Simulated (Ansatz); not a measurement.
# C2H6FISi: a ladder of functionals and wavefunction methods

Aim: compute C2H6FISi with functionals from several rungs and with coupled cluster. The yardstick is the atomisation energy at the CCSD(T) limit.

The runs use Ansatz 0.2.0, Gaussian basis; functionals in def2-TZVPP, the program's frozen cores in correlated methods.

Plan: PBE-D4, r2SCAN-D4, PBE0-D4, B3LYP-D4, ωB97X-V, ωB97M-V, B2PLYP; CCSD(T)/def2-TZVPP; MP2/def2-QZVPP; extrapolation to the limit.

**1. The geometry**

An earlier PBE0-D4 in a triple-zeta def2 set relaxation fixed the geometry. I takes the def2 core potential; no spin-orbit term is included.

SMILES `C[SiH](I)CF`, 11 atoms, charge 0, spin multiplicity 1.

Atoms are counted from 1 here; the program's logs count them from 0.

Bond lengths: C1–Si2 1.857 Å, C1–H6 1.091 Å, C1–H7 1.092 Å, C1–H8 1.094 Å, Si2–I3 2.451 Å, Si2–C4 1.891 Å, Si2–H9 1.483 Å, C4–F5 1.394 Å, C4–H10 1.094 Å, C4–H11 1.095 Å. Angles: Si2–C1–H6 111.0°, Si2–C1–H7 110.9°, Si2–C1–H8 109.2°, H6–C1–H7 108.5°, H6–C1–H8 108.6°, H7–C1–H8 108.6°, C1–Si2–I3 110.7°, C1–Si2–C4 111.6°, C1–Si2–H9 111.8°, I3–Si2–C4 105.2°, I3–Si2–H9 107.3°, C4–Si2–H9 110.0°, Si2–C4–F5 109.0°, Si2–C4–H10 111.6°, Si2–C4–H11 111.2°, F5–C4–H10 108.5°, F5–C4–H11 108.4°, H10–C4–H11 108.1°.

**2. PBE-D4 (GGA)**

Input file in.yaml:

```yaml
crystal:
  periodic: [false, false, false]
  atoms:
    - {symbol: C, position_ang: [-1.418594, -0.389538, 0.622097]}
    - {symbol: Si, position_ang: [0.368997, 0.111692, 0.586207]}
    - {symbol: I, position_ang: [1.790928, -1.686173, 1.455270]}
    - {symbol: C, position_ang: [0.971536, 0.410307, -1.181510]}
    - {symbol: F, position_ang: [0.184558, 1.400161, -1.768103]}
    - {symbol: H, position_ang: [-1.762192, -0.536942, 1.647441]}
    - {symbol: H, position_ang: [-1.573399, -1.317238, 0.067781]}
    - {symbol: H, position_ang: [-2.022787, 0.397014, 0.161097]}
    - {symbol: H, position_ang: [0.621410, 1.314007, 1.417287]}
    - {symbol: H, position_ang: [2.014995, 0.738728, -1.201280]}
    - {symbol: H, position_ang: [0.890047, -0.499118, -1.785787]}
basis:
  gaussian: {orbitals: def2-TZVPP}
hamiltonian: {xc: pbe, dispersion: d4}
output: {forces: true, orbitals: {seedname: orbitals}}
```

Run with:

```console
$ ansatz run in.yaml --threads 2 --pin off --events-out ev --progress --plain --max-ram 22528MiB --backend cpu
```

After this run come: r2SCAN-D4 (meta-GGA); PBE0-D4 (hybrid); B3LYP-D4 (hybrid); ωB97X-V (range-separated); ωB97M-V (range-separated); B2PLYP (double hybrid); CCSD(T) in def2-TZVPP; MP2 in def2-QZVPP.

Before running them: what should the planned runs give, taken together? Wanted: atomisation energy, CCSD(T)/CBS; farthest; mean size of error, hybrid; mean size of error, range-separated; gap, smallest and largest; T1 diagnostic; triples share of the correlation energy.

**Answer**, as computed:

| quantity | value |
| --- | --- |
| atomisation energy, CCSD(T)/CBS | 40.088 eV |
| functionals within 0.401 eV (1.0 %) | r2SCAN-D4, PBE0-D4, B3LYP-D4, ωB97X-V, ωB97M-V |
| farthest | B2PLYP (-0.641 eV) |
| mean size of error, hybrid | 0.138 eV |
| mean size of error, range-separated | 0.046 eV |
| gap, smallest and largest | 5.20 eV (PBE-D4), 11.58 eV (ωB97X-V) |
| T1 diagnostic | 0.0095 |
| triples share of the correlation energy | 3.0 % |

What this shows: PBE-D4 is off by +0.485 eV. Double hybrids carry the basis error of their MP2 part in triple zeta, and no dispersion term here, so their miss is partly the set-up's. The reference freezes the cores and leaves out spin-orbit coupling and excitations past (T), and its outer-core shells are covered unevenly, so misses under about 0.401 eV can't be ranked. All levels share the lack of spin-orbit coupling, which lowers the free heavy atoms and so the true binding. Hartree-Fock recovers 74 % of the binding; the rest is correlation. The gap grows from 5.2 to 11.6 eV across the functionals, mostly with the share of exact exchange. Correlated methods include outer-core shells of I, which these sets cover unevenly.
